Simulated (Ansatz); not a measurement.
# ClH3SeSn: basis-set convergence

One table from this session's results is given with a row withheld; the runs are named, their logs left out.

Method: one geometry, several basis sets; program: Ansatz 0.2.0, Gaussian basis.

The runs, in order: PBE0-D4/def2-SVP; ωB97M-V/def2-SVP; PBE0-D4/def2-QZVPP; ωB97M-V/def2-QZVPP; the functionals' def2-TZVPP values are taken from earlier runs.

## The geometry

An earlier PBE0-D4 in a triple-zeta def2 set relaxation fixed the geometry. Sn takes the def2 core potential; no spin-orbit term is included.

SMILES `[Cl][SnH2][SeH]`, 6 atoms, charge 0, spin multiplicity 1.

Atoms are counted from 1 here; the program's logs count them from 0.

Bond lengths: Cl1–Sn2 2.334 Å, Sn2–Se3 2.513 Å, Sn2–H4 1.698 Å, Sn2–H5 1.700 Å, Se3–H6 1.469 Å. Angles: Cl1–Sn2–Se3 109.4°, Cl1–Sn2–H4 106.5°, Cl1–Sn2–H5 105.2°, Se3–Sn2–H4 108.0°, Se3–Sn2–H5 111.5°, H4–Sn2–H5 115.9°, Sn2–Se3–H6 91.5°.

The first run:

in.yaml

```yaml
crystal:
  periodic: [false, false, false]
  atoms:
    - {symbol: Cl, position_ang: [-2.327580, 0.223202, -0.538579]}
    - {symbol: Sn, position_ang: [-0.050404, -0.289189, -0.539968]}
    - {symbol: Se, position_ang: [0.816193, -0.253044, 1.818510]}
    - {symbol: H, position_ang: [0.085869, -1.877981, -1.124716]}
    - {symbol: H, position_ang: [0.678199, 0.917294, -1.489831]}
    - {symbol: H, position_ang: [0.839822, 1.215618, 1.828383]}
basis:
  gaussian: {orbitals: def2-SVP}
hamiltonian: {xc: pbe0, dispersion: d4}
output: {orbitals: {seedname: orbitals}}
```

Among the steps run: PBE0-D4 in def2-SVP; ωB97M-V in def2-SVP; PBE0-D4 in def2-QZVPP; ωB97M-V in def2-QZVPP.

One of the session's tables, all rows but one given; the rest of the session is left out.

It belongs to the step «Functionals by basis». 

| functional | basis | HOMO (eV) |
| --- | --- | --- |
| PBE0-D4 | def2-SVP | -7.28 |
| PBE0-D4 | def2-TZVPP | -7.41 |
| PBE0-D4 | def2-QZVPP | -7.43 |
| ωB97M-V | def2-SVP | -9.40 |
| ωB97M-V | def2-TZVPP | ? |
| ωB97M-V | def2-QZVPP | -9.59 |

Estimate the missing values for ωB97M-V, def2-TZVPP.

As computed: HOMO (eV): -9.56. In the column «HOMO (eV)» it lies between ωB97M-V, def2-QZVPP (-9.59) and ωB97M-V, def2-SVP (-9.40).
